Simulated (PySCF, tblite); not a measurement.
# ClGe₂H₇Si: dynamics, then NMR shifts on frames

How do NMR shifts of ClGe₂H₇Si (`[SiH3][Ge@H]([Cl])[GeH3]`) change as the atoms move?

Computed with tblite 0.8.0 and PySCF 2.14.0, with density-fitted response routines of our own, on a single molecule in the gas phase. Atoms count from 0, in the outputs and in this text.

### Step 1. Starting geometry

11 atoms, charge 0, multiplicity 1; geometry from: GFN2-xTB.

Bonds of the start (Å): Si0–Ge1 2.38, Ge1–Cl2 2.13, Ge1–Ge3 2.42, Si0–H4 1.46, Si0–H5 1.46, Si0–H6 1.46, Ge1–H7 1.55, Ge3–H8 1.50, Ge3–H9 1.50, Ge3–H10 1.50.

### Step 2. A short Langevin run with GFN2-xTB

The job: settings as JSON, then the geometry in Å.

```
{"job": {"kind": "md", "xc": "GFN2-xTB", "basis": "xTB", "temperature": 200, "steps": 2000, "every": 50, "frames": 5}, "charge": 0, "multiplicity": 1}
Si    -2.096353    -0.448203     0.282678
Ge    -0.096414     0.800286    -0.029011
Cl    -0.242631     2.046865    -1.754818
Ge     2.057453    -0.303865    -0.153406
H     -1.991289    -1.192715     1.538011
H     -3.250565     0.446366     0.344864
H     -2.266158    -1.396711    -0.818988
H      0.082561     1.845625     1.100543
H      2.394230    -1.097390     1.079522
H      2.178473    -1.305479    -1.269462
H      3.236118     0.607892    -0.345897
```

Level: GFN2-xTB Langevin dynamics, gas phase.

Command:

```bash
$ OMP_NUM_THREADS=1 python probes_run.py task.json out
```

One launch serves the whole session: the jobs run in the order shown.

The log of the run:

```text
t/fs     T/K      E/eV
    0.0   175.5   -374.50021
   25.0   201.4   -374.41239
   50.0   137.8   -374.33105
   75.0   170.5   -374.38604
  100.0   160.5   -374.31580
  125.0   121.7   -374.27375
  150.0   194.9   -374.23857
  175.0   171.0   -374.21206
  200.0   164.7   -374.17659
  225.0   215.3   -374.26790
  250.0   254.9   -374.30006
  275.0   202.9   -374.24426
  300.0   206.7   -374.16050
  325.0   177.1   -374.11871
  350.0   172.7   -374.22583
  375.0   152.1   -374.20881
  400.0   190.8   -374.30888
  425.0   169.9   -374.30041
  450.0   194.6   -374.32269
  475.0   262.5   -374.33763
  500.0   224.4   -374.21898
  525.0   260.0   -374.29215
  550.0   235.4   -374.29771
  575.0   237.8   -374.30538
  600.0   128.6   -374.21541
  625.0   246.8   -374.34790
  650.0   179.0   -374.30577
  675.0   163.2   -374.33744
  700.0   130.3   -374.28641
  725.0   176.1   -374.27746
  750.0   149.4   -374.18618
  775.0   156.3   -374.23304
  800.0   187.8   -374.27931
  825.0   141.0   -374.21459
  850.0   125.8   -374.32258
  875.0   170.0   -374.29181
  900.0   190.9   -374.36054
  925.0   161.2   -374.35097
  950.0   186.9   -374.33491
  975.0   230.8   -374.33433
 1000.0   330.7   -374.32247
```

Wall time 22 s (1 thread of Intel Xeon Platinum 8175M at 2.50GHz, shared host); peak memory 0.18 GiB.

Distance from the start (root mean square after alignment): 0 fs 0.00 Å, 200 fs 0.45 Å, 400 fs 0.60 Å, 600 fs 1.27 Å, 800 fs 1.34 Å, 1000 fs 1.80 Å.

Positions (Å) and forces (eV/Å) at 1000 fs:

```xyz
11

Si   -1.493   -1.042    0.995   -0.069   -0.529   -0.484
Ge   -0.274    0.483   -0.237   -0.256    0.922    0.468
Cl   -1.196    1.034   -2.036   -0.070    0.127   -0.364
Ge    2.006   -0.046   -0.515    1.291    0.081   -0.254
H    -2.826   -0.579    1.221   -0.630    0.213    0.167
H    -1.560   -2.338    0.324    0.018   -0.079    0.018
H    -0.752   -1.141    2.209    0.292   -0.175    0.750
H    -0.326    1.839    0.640    0.109   -0.364   -0.381
H     2.700    0.284   -1.854   -0.321   -0.246    0.316
H     3.036    0.555    0.449   -0.366   -0.068   -0.076
H     2.217   -1.531   -0.268    0.002    0.117   -0.159
```

### Step 3. NMR shieldings: 250 fs, PBE0/pcSseg-1

The job: settings as JSON, then the geometry in Å.

```
{"job": {"kind": "nmr", "xc": "PBE0", "basis": "pcSseg-1", "pop": false}, "charge": 0, "multiplicity": 1}
Si    -1.775200    -1.046600     0.269700
Ge    -0.240000     0.666100    -0.013300
Cl    -0.650100     1.579300    -1.886900
Ge     2.013600    -0.275200    -0.091600
H     -1.356500    -1.795200     1.386700
H     -3.162700    -0.583000     0.528500
H     -1.787600    -1.865800    -0.915300
H     -0.244300     1.846100     0.903200
H      2.847800    -0.222800     1.213600
H      1.917700    -1.736000    -0.418100
H      2.950000     0.214500    -1.286000
```

Level: GIAO PBE0/pcSseg-1 NMR shielding, non-relativistic, gas phase.

The log of the run:

```text
coarse grid: 44864 points
cycle   1  E = -4906.5740265505  dE = -1.266e+00  |g| = 1.199e+00  |ddm| = 3.193e+00
cycle   2  E = -4906.5191919115  dE =  5.483e-02  |g| = 1.233e+00  |ddm| = 1.289e+00
cycle   3  E = -4906.6645640111  dE = -1.454e-01  |g| = 1.341e-01  |ddm| = 9.006e-01
cycle   4  E = -4906.6677469449  dE = -3.183e-03  |g| = 4.192e-02  |ddm| = 1.706e-01
cycle   5  E = -4906.6681245127  dE = -3.776e-04  |g| = 6.289e-03  |ddm| = 4.316e-02
cycle   6  E = -4906.6681286174  dE = -4.105e-06  |g| = 1.950e-03  |ddm| = 6.515e-03
final grid: 87352 points
cycle   7  E = -4906.6681320095  dE =  9.793e-08  |g| = 2.184e-03  |ddm| = 4.346e-03
cycle   8  E = -4906.6681316881  dE =  3.214e-07  |g| = 2.646e-03  |ddm| = 4.679e-03
cycle   9  E = -4906.6681329523  dE = -1.264e-06  |g| = 2.724e-04  |ddm| = 2.446e-03
cycle  10  E = -4906.6681329580  dE = -5.741e-09  |g| = 1.586e-05  |ddm| = 1.414e-04
cycle  11  E = -4906.6681329581  dE = -5.821e-11  |g| = 3.260e-06  |ddm| = 2.016e-05
converged SCF energy = -4906.6681329581

GIAO shielding tensors (ppm)
atom      isotropic    diamagn.    paramagn.     s11        s22        s33       span
  0 Si     452.306     879.840    -427.535    431.346    452.636    472.935     41.588
  1 Ge    1402.536    2757.731   -1355.196   1213.479   1338.838   1655.290    441.810
  2 Cl    1063.940    1149.237     -85.296    993.223   1085.188   1113.410    120.186
  3 Ge    1646.582    2755.286   -1108.704   1560.120   1653.539   1726.086    165.966
  4 H       28.917      29.188      -0.271     24.404     27.026     35.320     10.916
  5 H       27.541      27.502       0.039     23.544     24.959     34.119     10.575
  6 H       28.232      28.418      -0.186     24.488     26.522     33.684      9.196
  7 H       26.127      29.370      -3.242     18.691     21.851     37.840     19.149
  8 H       27.383      27.657      -0.274     20.941     21.828     39.379     18.437
  9 H       28.205      29.198      -0.993     21.068     23.896     39.651     18.583
 10 H       26.786      26.868      -0.083     20.514     22.292     37.552     17.038
```

Wall time 25 s (1 thread of Intel Xeon Platinum 8175M at 2.50GHz, shared host); peak memory 0.8 GiB.

Shifts follow as δ = σ(reference) − σ, with reference shieldings (ppm) from runs at the same level and on the same kind of geometry: 1H TMS 31.72, 29Si TMS 349.2, 73Ge GeMe4 1331, 35Cl HCl 950. The references are single molecules in the gas phase. Each atom is listed at this fixed geometry, with no averaging over motion; a spectrum would average atoms that exchange fast.

```csv
atoms,environment,σ (ppm),δ (ppm)
H7,"hydrogen on a germanium bonded to Cl, Ge, Si",26.13,5.59
H10,hydrogen on a germanium bonded to Ge,26.79,4.93
H8,hydrogen on a germanium bonded to Ge,27.38,4.33
H5,hydrogen on a silicon bonded to Ge,27.54,4.18
H9,hydrogen on a germanium bonded to Ge,28.21,3.51
H6,hydrogen on a silicon bonded to Ge,28.23,3.49
H4,hydrogen on a silicon bonded to Ge,28.92,2.80
Si0,"silicon bonded to Ge, 3 H",452.3,-103.1
Ge1,"germanium bonded to Cl, Ge, Si, H",1403,-72
Ge3,"germanium bonded to Ge, 3 H",1647,-316
Cl2,chlorine bonded to Ge,1064,-114
```

### Step 4. NMR shieldings: 425 fs, PBE0/pcSseg-1

The job: settings as JSON, then the geometry in Å.

```
{"job": {"kind": "nmr", "xc": "PBE0", "basis": "pcSseg-1", "pop": false}, "charge": 0, "multiplicity": 1}
Si    -1.726800    -1.478400     0.388800
Ge    -0.225900     0.428200    -0.060800
Cl    -0.712800     1.499100    -1.835500
Ge     2.225000     0.000100    -0.043600
H     -2.079600    -1.236400     1.823600
H     -2.885100    -1.385900    -0.541300
H     -1.272500    -2.859700     0.179500
H     -0.357000     1.521800     1.105600
H      3.119500     0.549600     1.045500
H      2.547600    -1.534900     0.049100
H      2.994900     0.533600    -1.237900
```

With the program's defaults for keys left out, this is: GIAO PBE0/pcSseg-1 NMR shielding, non-relativistic, gas phase.

The log of the run:

```text
coarse grid: 44864 points
cycle   1  E = -4906.5675459937  dE = -1.428e+00  |g| = 1.199e+00  |ddm| = 3.147e+00
cycle   2  E = -4906.5084432769  dE =  5.910e-02  |g| = 1.237e+00  |ddm| = 1.301e+00
cycle   3  E = -4906.6596324273  dE = -1.512e-01  |g| = 1.406e-01  |ddm| = 9.219e-01
cycle   4  E = -4906.6632474931  dE = -3.615e-03  |g| = 4.563e-02  |ddm| = 1.797e-01
cycle   5  E = -4906.6636553730  dE = -4.079e-04  |g| = 6.893e-03  |ddm| = 4.410e-02
cycle   6  E = -4906.6636606392  dE = -5.266e-06  |g| = 1.981e-03  |ddm| = 7.298e-03
final grid: 87352 points
cycle   7  E = -4906.6636539165  dE =  1.081e-07  |g| = 2.178e-03  |ddm| = 4.365e-03
cycle   8  E = -4906.6636535899  dE =  3.265e-07  |g| = 2.607e-03  |ddm| = 4.679e-03
cycle   9  E = -4906.6636548799  dE = -1.290e-06  |g| = 2.925e-04  |ddm| = 2.482e-03
cycle  10  E = -4906.6636548862  dE = -6.376e-09  |g| = 1.592e-05  |ddm| = 1.444e-04
cycle  11  E = -4906.6636548863  dE = -3.911e-11  |g| = 3.458e-06  |ddm| = 2.030e-05
converged SCF energy = -4906.6636548863

GIAO shielding tensors (ppm)
atom      isotropic    diamagn.    paramagn.     s11        s22        s33       span
  0 Si     430.513     877.903    -447.390    380.467    432.977    478.095     97.628
  1 Ge    1392.308    2757.157   -1364.849   1202.658   1326.439   1647.826    445.169
  2 Cl    1014.827    1149.207    -134.380    951.061   1021.260   1072.160    121.099
  3 Ge    1636.640    2753.813   -1117.173   1547.697   1600.343   1761.879    214.182
  4 H       27.141      26.954       0.187     23.056     25.090     33.276     10.219
  5 H       27.200      26.999       0.200     23.205     25.754     32.640      9.435
  6 H       27.516      27.553      -0.037     23.726     25.792     33.030      9.304
  7 H       24.826      27.898      -3.072     18.964     20.692     34.822     15.858
  8 H       27.715      28.158      -0.443     21.146     21.980     40.019     18.873
  9 H       27.341      27.451      -0.110     20.600     23.038     38.386     17.785
 10 H       27.760      27.987      -0.227     20.890     23.007     39.382     18.492
```

It took 24 s on 1 thread of Intel Xeon Platinum 8175M at 2.50GHz, shared host; peak memory 0.89 GiB.

This run: δ Si0 -81.4, Ge1 -61, Ge3 -306, Cl2 -65, H7 6.89, H4 4.58 ppm.

### Step 5. Shielding tensors: 625 fs, PBE0/pcSseg-1

The job: settings as JSON, then the geometry in Å.

```
{"job": {"kind": "nmr", "xc": "PBE0", "basis": "pcSseg-1", "pop": false}, "charge": 0, "multiplicity": 1}
Si    -1.373200    -1.362400     0.791900
Ge     0.076000     0.408500     0.023900
Cl    -0.746100     0.984700    -1.861300
Ge     2.449100     0.093000    -0.461800
H     -2.532200    -0.649200     1.256900
H     -1.797900    -2.171000    -0.348600
H     -0.871200    -2.120800     1.883100
H     -0.195800     1.648600     0.849400
H      3.351400     1.393600    -0.383300
H      3.107800    -0.950200     0.383200
H      2.720600    -0.362700    -1.851900
```

With the program's defaults for keys left out, this is: GIAO PBE0/pcSseg-1 NMR shielding, non-relativistic, gas phase.

The log of the run:

```text
coarse grid: 44864 points
cycle   1  E = -4906.5723697677  dE = -1.302e+00  |g| = 1.200e+00  |ddm| = 3.174e+00
cycle   2  E = -4906.5149617865  dE =  5.741e-02  |g| = 1.238e+00  |ddm| = 1.304e+00
cycle   3  E = -4906.6647551177  dE = -1.498e-01  |g| = 1.352e-01  |ddm| = 9.103e-01
cycle   4  E = -4906.6680254845  dE = -3.270e-03  |g| = 4.304e-02  |ddm| = 1.722e-01
cycle   5  E = -4906.6684039412  dE = -3.785e-04  |g| = 6.789e-03  |ddm| = 4.312e-02
cycle   6  E = -4906.6684086440  dE = -4.703e-06  |g| = 1.920e-03  |ddm| = 6.583e-03
final grid: 87352 points
cycle   7  E = -4906.6684398847  dE =  8.418e-08  |g| = 2.057e-03  |ddm| = 4.236e-03
cycle   8  E = -4906.6684396059  dE =  2.788e-07  |g| = 2.415e-03  |ddm| = 4.418e-03
cycle   9  E = -4906.6684407619  dE = -1.156e-06  |g| = 2.954e-04  |ddm| = 2.367e-03
cycle  10  E = -4906.6684407681  dE = -6.195e-09  |g| = 1.470e-05  |ddm| = 1.405e-04
cycle  11  E = -4906.6684407681  dE = -5.184e-11  |g| = 3.061e-06  |ddm| = 1.878e-05
converged SCF energy = -4906.6684407681

GIAO shielding tensors (ppm)
atom      isotropic    diamagn.    paramagn.     s11        s22        s33       span
  0 Si     445.004     879.378    -434.374    414.368    446.074    474.570     60.202
  1 Ge    1398.171    2757.428   -1359.257   1233.523   1352.357   1608.633    375.109
  2 Cl    1048.150    1149.698    -101.547    978.532   1064.240   1101.679    123.147
  3 Ge    1638.816    2753.860   -1115.043   1567.120   1614.582   1734.746    167.627
  4 H       28.137      28.513      -0.375     24.037     26.228     34.146     10.109
  5 H       27.947      27.977      -0.029     24.036     26.315     33.490      9.454
  6 H       28.558      28.667      -0.109     24.313     26.155     35.207     10.894
  7 H       25.901      29.444      -3.543     19.427     21.114     37.161     17.734
  8 H       26.810      26.565       0.245     20.620     21.809     38.000     17.379
  9 H       28.213      28.287      -0.075     20.917     22.869     40.852     19.935
 10 H       28.246      28.540      -0.295     21.274     23.408     40.055     18.781
```

It took 23 s on 1 thread of Intel Xeon Platinum 8175M at 2.50GHz, shared host; peak memory 0.83 GiB.

Key values: δ Si0 -95.8, Ge1 -67, Ge3 -308, Cl2 -98, H7 5.82, H8 4.91 ppm.

### Step 6. Shielding tensors: 800 fs, PBE0/pcSseg-1

The job: settings as JSON, then the geometry in Å.

```
{"job": {"kind": "nmr", "xc": "PBE0", "basis": "pcSseg-1", "pop": false}, "charge": 0, "multiplicity": 1}
Si    -1.438800    -0.945900     1.043600
Ge     0.033600     0.489300    -0.069800
Cl    -1.135800     0.877300    -1.887200
Ge     2.344600     0.090200    -0.774700
H     -2.413100    -0.239100     1.848100
H     -2.075100    -1.817800     0.048100
H     -0.780100    -1.610000     2.165500
H      0.089600     1.987900     0.419600
H      2.918400     1.336700    -1.236000
H      3.195400    -0.342900     0.415100
H      2.498200    -0.887600    -1.855000
```

With the program's defaults for keys left out, this is: GIAO PBE0/pcSseg-1 NMR shielding, non-relativistic, gas phase.

The log of the run:

```text
coarse grid: 44864 points
cycle   1  E = -4906.5650735343  dE = -1.293e+00  |g| = 1.205e+00  |ddm| = 3.167e+00
cycle   2  E = -4906.5010435821  dE =  6.403e-02  |g| = 1.254e+00  |ddm| = 1.363e+00
cycle   3  E = -4906.6602091367  dE = -1.592e-01  |g| = 1.414e-01  |ddm| = 9.574e-01
cycle   4  E = -4906.6639882166  dE = -3.779e-03  |g| = 4.775e-02  |ddm| = 1.878e-01
cycle   5  E = -4906.6644374312  dE = -4.492e-04  |g| = 7.300e-03  |ddm| = 4.717e-02
cycle   6  E = -4906.6644429070  dE = -5.476e-06  |g| = 2.058e-03  |ddm| = 7.073e-03
final grid: 87352 points
cycle   7  E = -4906.6644014036  dE =  1.141e-07  |g| = 2.201e-03  |ddm| = 4.530e-03
cycle   8  E = -4906.6644010553  dE =  3.482e-07  |g| = 2.561e-03  |ddm| = 4.895e-03
cycle   9  E = -4906.6644024285  dE = -1.373e-06  |g| = 3.103e-04  |ddm| = 2.660e-03
cycle  10  E = -4906.6644024357  dE = -7.241e-09  |g| = 1.690e-05  |ddm| = 1.579e-04
cycle  11  E = -4906.6644024358  dE = -7.185e-11  |g| = 3.169e-06  |ddm| = 2.125e-05
converged SCF energy = -4906.6644024358

GIAO shielding tensors (ppm)
atom      isotropic    diamagn.    paramagn.     s11        s22        s33       span
  0 Si     448.019     878.962    -430.943    413.430    426.966    503.660     90.230
  1 Ge    1396.554    2757.378   -1360.824   1185.949   1373.984   1629.727    443.777
  2 Cl    1035.206    1149.268    -114.061    969.373   1039.892   1096.354    126.981
  3 Ge    1638.753    2754.766   -1116.013   1597.158   1611.934   1707.166    110.008
  4 H       27.743      27.973      -0.229     23.999     25.462     33.768      9.769
  5 H       27.660      27.428       0.232     23.529     26.026     33.425      9.895
  6 H       27.863      28.004      -0.142     23.601     25.828     34.159     10.558
  7 H       25.107      28.425      -3.318     18.915     21.132     35.274     16.359
  8 H       28.753      29.452      -0.699     21.244     23.314     41.702     20.458
  9 H       27.954      28.041      -0.088     21.070     22.736     40.054     18.984
 10 H       28.605      28.944      -0.339     21.478     23.242     41.095     19.617
```

It took 26 s on 1 thread of Intel Xeon Platinum 8175M at 2.50GHz, shared host; peak memory 0.83 GiB.

Key values: δ Si0 -98.9, Ge1 -66, Ge3 -308, Cl2 -85, H7 6.61, H5 4.06 ppm.

### Step 7. Nuclear shieldings: 1000 fs, PBE0/pcSseg-1

The job: settings as JSON, then the geometry in Å.

```
{"job": {"kind": "nmr", "xc": "PBE0", "basis": "pcSseg-1", "pop": false}, "charge": 0, "multiplicity": 1}
Si    -1.493200    -1.041900     0.994900
Ge    -0.274200     0.483300    -0.237500
Cl    -1.195900     1.034200    -2.036400
Ge     2.005700    -0.046200    -0.515500
H     -2.825900    -0.579100     1.221100
H     -1.559700    -2.338400     0.323800
H     -0.752500    -1.141100     2.209500
H     -0.326400     1.838900     0.639600
H      2.700200     0.284200    -1.854200
H      3.035900     0.554900     0.449300
H      2.216600    -1.530900    -0.267700
```

With the program's defaults for keys left out, this is: GIAO PBE0/pcSseg-1 NMR shielding, non-relativistic, gas phase.

The log of the run:

```text
coarse grid: 44864 points
cycle   1  E = -4906.5719144529  dE = -1.209e+00  |g| = 1.199e+00  |ddm| = 3.205e+00
cycle   2  E = -4906.5193535492  dE =  5.256e-02  |g| = 1.230e+00  |ddm| = 1.254e+00
cycle   3  E = -4906.6604956044  dE = -1.411e-01  |g| = 1.329e-01  |ddm| = 8.811e-01
cycle   4  E = -4906.6635549048  dE = -3.059e-03  |g| = 4.030e-02  |ddm| = 1.676e-01
cycle   5  E = -4906.6639194745  dE = -3.646e-04  |g| = 6.149e-03  |ddm| = 4.218e-02
cycle   6  E = -4906.6639232741  dE = -3.800e-06  |g| = 1.847e-03  |ddm| = 6.178e-03
final grid: 87352 points
cycle   7  E = -4906.6639752657  dE =  9.395e-08  |g| = 2.054e-03  |ddm| = 4.276e-03
cycle   8  E = -4906.6639749572  dE =  3.085e-07  |g| = 2.501e-03  |ddm| = 4.416e-03
cycle   9  E = -4906.6639761323  dE = -1.175e-06  |g| = 2.831e-04  |ddm| = 2.337e-03
cycle  10  E = -4906.6639761383  dE = -5.977e-09  |g| = 1.585e-05  |ddm| = 1.445e-04
cycle  11  E = -4906.6639761383  dE = -6.003e-11  |g| = 3.215e-06  |ddm| = 2.085e-05
converged SCF energy = -4906.6639761383

GIAO shielding tensors (ppm)
atom      isotropic    diamagn.    paramagn.     s11        s22        s33       span
  0 Si     451.463     880.231    -428.768    433.040    452.858    468.492     35.452
  1 Ge    1406.219    2757.862   -1351.642   1199.652   1340.669   1678.337    478.685
  2 Cl    1069.716    1149.197     -79.481    992.243   1084.913   1131.993    139.751
  3 Ge    1667.263    2754.612   -1087.349   1583.089   1659.318   1759.383    176.295
  4 H       28.301      28.580      -0.279     24.120     25.922     34.862     10.742
  5 H       27.971      28.155      -0.183     24.140     25.990     33.784      9.645
  6 H       28.784      29.006      -0.222     24.478     26.856     35.018     10.540
  7 H       25.148      27.847      -2.698     18.897     21.242     35.306     16.410
  8 H       27.444      27.415       0.029     20.681     22.492     39.158     18.478
  9 H       27.666      27.938      -0.272     21.045     21.971     39.983     18.937
 10 H       28.062      28.371      -0.309     20.727     23.604     39.855     19.128
```

Run time: 27 s. Hardware: 1 thread of Intel Xeon Platinum 8175M at 2.50GHz, shared host; peak memory 0.83 GiB.

In short: δ Si0 -102.3, Ge1 -75, Ge3 -336, Cl2 -120, H7 6.57, H8 4.27 ppm.

### Step 8. Side by side: NMR shifts

Shifts (ppm) of some atoms, chosen among heavy atoms and hydrogens apart, with basis size and wall time:

```csv
frame,H10,H8,H4,Si0,Ge1,Ge3,Cl2,functions,time
250 fs,4.93,4.33,2.80,-103.1,-72,-316,-114,165,25 s
425 fs,3.96,4.00,4.58,-81.4,-61,-306,-65,165,24 s
625 fs,3.47,4.91,3.58,-95.8,-67,-308,-98,165,23 s
800 fs,3.11,2.96,3.97,-98.9,-66,-308,-85,165,26 s
1000 fs,3.65,4.27,3.42,-102.3,-75,-336,-120,165,27 s
```

### Step 9. Summary of results

| quantity | value |
| --- | --- |
| thermostat | 200 K |
| mean temperature, second half | 191 K |
| mean potential energy above the minimum | 0.21 eV |
| 1H shifts against TMS (PBE0/pcSseg-1, 250 fs) | 5.59, 4.93, 4.33, 4.18, 3.51, 3.49, 2.80 ppm |
| 29Si shifts against TMS (PBE0/pcSseg-1, 250 fs) | -103.1 ppm |
| 73Ge shifts against GeMe4 (PBE0/pcSseg-1, 250 fs) | -72, -316 ppm |
| 35Cl shifts against HCl (PBE0/pcSseg-1, 250 fs) | -114 ppm |
| range of the shift of Cl2 | -120 to -65 ppm |

In the second half the potential energy averages 0.21 eV above the minimum; equipartition over 27 harmonic modes at 200 K would give 0.23 eV. With 11 atoms the temperature swings widely (122 to 331 K). Shifts at one fixed geometry are not the observed spectrum, which averages over the motion. In the first frame run (250 fs): The largest span, 442 ppm, is at Ge1, where the paramagnetic term is -1355 ppm. Across the 5 runs the shift of Cl2 moves most, between -120 (1000 fs) and -65 ppm (425 fs). Spin-orbit coupling is left out, which matters for shieldings and couplings at and beside the heavy atoms.
